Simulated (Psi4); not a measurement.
**triplet GeTe at 4 levels**

Wanted: a comparison of 4 runs (UHF/def2-TZVP, UB2PLYP/def2-TZVP, UCAM-B3LYP/def2-TZVP, UMP2/def2-TZVP) of triplet GeTe. 

The calculation is run with Psi4 1.11.

### Step 1. The system as given

The species is GeTe (2 atoms), meant as a triplet with charge 0. As SMILES of the parent species, `[Ge][Te]`. The bond length is the one measured for the parent species. That shape belongs to the parent species and isn't relaxed for this state.

Bond lengths: Ge1–Te2 2.340 Å.

### Step 2. Energy and forces at UHF/def2-TZVP (core potential) (run 1)

input.dat reads:

```
memory 1600 mb

molecule mol {
  0 3
  Ge
  Te 1 R2

  R2 = 2.340165
  units angstrom
  symmetry c1
  no_reorient
  no_com
}

set basis def2-TZVP
set reference uhf
set puream true
set e_convergence 1e-09
set d_convergence 1e-08
set scf_type pk
set maxiter 100

result, w = gradient("scf", return_wfn=True)
oeprop(w, "QUADRUPOLE", "MULLIKEN_CHARGES", "LOWDIN_CHARGES", title="SCF")
```

Started as:

```console
psi4 -n 1 input.dat output.dat
```

output.dat:

```text
[...]
    !!!  WARNING: ECP capability is in beta. Please check occupations closely.  !!!
[...]
  Running in c1 symmetry.
[...]
  Nuclear repulsion =  173.666428561473225
[...]
  Multiplicity = 3
[...]
  Nalpha       = 29
  Nbeta        = 27
[...]
    Number of basis functions: 98
[...]
   @UHF iter   1: -2340.80791405230048   -4.96948e+00   2.86073e-02 ADIIS/DIIS
[...]
   @UHF iter  34: -2342.33609374037633    2.59206e-11   6.69183e-09 DIIS
[...]
   @S^2 Observed:                2.060438184E+00
[...]
  @UHF Final Energy: -2342.33609374037633
   => Energetics <=
    Nuclear Repulsion Energy =            173.6664285614732250
    One-Electron Energy =               -3708.8936865185119132
    Two-Electron Energy =                1192.8911642166622187
    Total Energy =                      -2342.3360937403763273
  UHF NO Occupations:
  HONO-2 :   27  A 1.9759894
  HONO-1 :   28  A 1.0000000
[...]
  -Total Gradient:
     Atom            X                  Y                   Z
    ------   -----------------  -----------------  -----------------
       1        0.000000002751     0.000000013270     0.086570830268
       2       -0.000000002751    -0.000000013270    -0.086570830138
[...]
 Multipole Moments:
 ------------------------------------------------------------------------------------
     Multipole            Electronic (a.u.)      Nuclear  (a.u.)        Total (a.u.)
 ------------------------------------------------------------------------------------
 L = 1.  Multiply by 2.5417464519 to convert [e a0] to [Debye]
 Dipole X            :         -0.0108488            0.0000000           -0.0108488
 Dipole Y            :          0.0777853            0.0000000            0.0777853
 Dipole Z            :         51.7390689          -51.6995702            0.0394986
 Magnitude           :                                                    0.0879113
 L = 2.  Multiply by 1.3450342976 to convert [e a0^2] to [Debye ang]
 Quadrupole XX       :        -36.1000653            0.0000000          -36.1000653
 Quadrupole XY       :         -0.9185016            0.0000000           -0.9185016
[...]
  Mulliken Charges: (a.u.)
   Center  Symbol    Alpha    Beta     Spin     Total
       1    GE    16.42672 15.45701  0.96972  0.11627
       2    TE    12.57328 11.54299  1.03028 -0.11627
   Total alpha = 29.00000, Total beta = 27.00000, Total charge = -0.00000
  Lowdin Charges: (a.u.)
   Center  Symbol    Alpha    Beta     Spin     Total
       1    GE    16.54230 15.57138  0.97093 -0.11368
       2    TE    12.45770 11.42862  1.02907  0.11368
  Total alpha = 29.00000, Total beta = 27.00000, Total charge = -0.00000
[...]
```

Wall time 13 s (1 thread of Intel Xeon 6975P-C (Granite Rapids), shared host); peak memory 0.42 GiB.

### Step 3. A single-point energy at UB2PLYP/def2-TZVP (core potential, density fitting for correlation) (run 2)

gete.dat reads:

```
memory 1600 MB

molecule geom {
  0 3
  Ge     0.000000     0.000000     0.000000
  Te     0.000000     0.000000     2.340165
  symmetry c1
  no_reorient
  no_com
}

set basis def2-TZVP
set reference uks
set puream true
set e_convergence 1e-09
set d_convergence 1e-08
set scf_type pk
set dft_radial_points 99
set dft_spherical_points 590
set num_frozen_docc 13
set maxiter 100

E = energy("b2plyp")
```

Started as:

```console
psi4 gete.dat gete.out -n 1
```

gete.out:

```text
[...]
    !!!  WARNING: ECP capability is in beta. Please check occupations closely.  !!!
[...]
  Running in c1 symmetry.
[...]
  Nuclear repulsion =  173.666428561473225
[...]
  Multiplicity = 3
[...]
  Nalpha       = 29
  Nbeta        = 27
[...]
    Number of basis functions: 98
[...]
   @UKS iter   1: -2342.74766080923382   -4.06696e+00   2.97121e-02 DIIS/ADIIS
[...]
   @UKS iter  27: -2344.21465254279565   -2.06910e-10   5.41738e-09 DIIS
[...]
   @S^2 Observed:                2.010460369E+00
[...]
    Orbital Energies [Eh]
    ---------------------
    Alpha Occupied:
       1A   -401.465113     2A    -50.767702     3A    -45.108588
       4A    -45.107207     5A    -45.105922     6A     -6.632912
       7A     -6.624732     8A     -4.717547     9A     -4.711086
      10A     -4.709826    11A     -4.704460    12A     -4.691504
      13A     -4.687130    14A     -1.758757    15A     -1.756121
      16A     -1.751081    17A     -1.741768    18A     -1.741167
      19A     -1.394112    20A     -1.391875    21A     -1.390455
      22A     -1.384409    23A     -1.383276    24A     -0.746865
      25A     -0.520673    26A     -0.340953    27A     -0.318979
      28A     -0.302849    29A     -0.189187
    Alpha Virtual:
[...]
  @UKS Final Energy: -2344.21465254279565
   => Energetics <=
    Nuclear Repulsion Energy =            173.6664285614732250
    One-Electron Energy =               -3708.6779480129684998
    Two-Electron Energy =                1238.3922063871393675
    DFT Exchange-Correlation Energy =     -47.5953394784402377
    Empirical Dispersion Energy =           0.0000000000000000
    VV10 Nonlocal Energy =                  0.0000000000000000
    Total Energy =                      -2344.2146525427961024
[...]
 Multipole Moments:
 ------------------------------------------------------------------------------------
     Multipole            Electronic (a.u.)      Nuclear  (a.u.)        Total (a.u.)
 ------------------------------------------------------------------------------------
 L = 1.  Multiply by 2.5417464519 to convert [e a0] to [Debye]
 Dipole X            :         -0.0000110            0.0000000           -0.0000110
 Dipole Y            :         -0.0000012            0.0000000           -0.0000012
 Dipole Z            :       -106.0399106          106.1345025            0.0945919
 Magnitude           :                                                    0.0945919
[...]
```

It took 17 s on 1 thread of Intel Xeon 6975P-C (Granite Rapids), shared host; peak memory 0.67 GiB.

Run 3 isn't shown in full; the table further down has it.

### Step 4. A single-point energy at UMP2/def2-TZVP (core potential) (run 4)

calc.in reads:

```
memory 1.6 GB

molecule m {
  0 3
  Ge
  Te 1 2.340165
  units angstrom
  symmetry c1
  no_reorient
  no_com
}

set globals {
  reference       uhf
  puream          true
  e_convergence   1e-09
  d_convergence   1e-08
  scf_type        pk
  num_frozen_docc 13
  mp2_type        conv
  maxiter         100
}

energy('mp2/def2-TZVP')
print_variables()
```

Started as:

```console
psi4 -n 1 calc.in calc.out
```

calc.out:

```text
[...]
    !!!  WARNING: ECP capability is in beta. Please check occupations closely.  !!!
[...]
  Running in c1 symmetry.
[...]
  Nuclear repulsion =  173.666428561473225
[...]
  Multiplicity = 3
[...]
  Nalpha       = 29
  Nbeta        = 27
[...]
    Number of basis functions: 98
[...]
   @UHF iter   1: -2340.80791405230048   -4.96948e+00   2.86073e-02 DIIS/ADIIS
[...]
   @UHF iter  34: -2342.33609374037633    2.59206e-11   6.69183e-09 DIIS
[...]
   @S^2 Observed:                2.060438184E+00
[...]
    Orbital Energies [Eh]
    ---------------------
    Alpha Occupied:
       1A   -405.245346     2A    -52.153416     3A    -46.240993
       4A    -46.240603     5A    -46.238640     6A     -7.197689
       7A     -7.127347     8A     -5.172318     9A     -5.171274
      10A     -5.166069    11A     -5.103818    12A     -5.089936
      13A     -5.086027    14A     -1.958087    15A     -1.955470
      16A     -1.950114    17A     -1.940400    18A     -1.939902
      19A     -1.646175    20A     -1.643773    21A     -1.643130
      22A     -1.637172    23A     -1.635747    24A     -0.862014
      25A     -0.602225    26A     -0.405687    27A     -0.385888
      28A     -0.357002    29A     -0.247206
    Alpha Virtual:
[...]
  @UHF Final Energy: -2342.33609374037633
   => Energetics <=
    Nuclear Repulsion Energy =            173.6664285614732250
    One-Electron Energy =               -3708.8936865185119132
    Two-Electron Energy =                1192.8911642166622187
    Total Energy =                      -2342.3360937403763273
  UHF NO Occupations:
  HONO-2 :   27  A 1.9759894
  HONO-1 :   28  A 1.0000000
[...]
 Multipole Moments:
 ------------------------------------------------------------------------------------
     Multipole            Electronic (a.u.)      Nuclear  (a.u.)        Total (a.u.)
 ------------------------------------------------------------------------------------
 L = 1.  Multiply by 2.5417464519 to convert [e a0] to [Debye]
 Dipole X            :         -0.0108488            0.0000000           -0.0108488
 Dipole Y            :          0.0777853            0.0000000            0.0777853
 Dipole Z            :         51.7390689          -51.6995702            0.0394986
 Magnitude           :                                                    0.0879113
[...]
	SCS-MP2 Total Energy (a.u.)        : -2342.90512070672139
	SOS-MP2 Total Energy (a.u.)        : -2342.82969635063046
	SCSN-MP2 Total Energy (a.u.)       : -2342.73433434053686
[...]
	SOS-PI-MP2 Total Energy (a.u.)     : -2342.91196345233948
[...]
	MP2 Total Energy (a.u.)            : -2342.97370231719469
[...]
```

Wall time 8.4 s (1 thread of Intel Xeon 6975P-C (Granite Rapids), shared host); peak memory 0.61 GiB.

### Step 5. All runs side by side

| run | level | task | frozen core orbitals | energy (Eh) | HOMO energy (eV) | LUMO energy (eV) | ⟨S²⟩ | wall time |
| --- | --- | --- | --- | --- | --- | --- | --- | --- |
| 1 | UHF/def2-TZVP (core potential) | gradient | 0 | -2342.336094 | -6.73 | -1.57 | 2.060 | 13 s |
| 2 | UB2PLYP/def2-TZVP (core potential, density fitting for correlation) | energy | 13 | -2344.418717 | -5.15 | -3.96 | 2.010 | 17 s |
| 3 | UCAM-B3LYP/def2-TZVP (core potential) | energy | 0 | -2345.079310 | -5.50 | -4.20 | 2.006 | 12 s |
| 4 | UMP2/def2-TZVP (core potential) | energy | 13 | -2342.973702 | -6.73 | -1.57 | 2.060 | 8.4 s |

### Step 6. Summary of results

| quantity | value |
| --- | --- |
| run 4: total energy | -2342.97370 Eh |
| run 4: HOMO energy (Hartree–Fock orbitals) (highest over α and β) | -6.73 eV |
| run 4: LUMO energy (Hartree–Fock orbitals) (lowest over α and β) | -1.57 eV |
| run 4: correlation energy (13 core orbitals frozen) | -637.6 mEh |
| run 4: ⟨S²⟩ of the reference determinant | 2.060 |

What this shows: Totals of different functionals can't be ranked against each other. All runs together took 51 s, the longest 17 s.
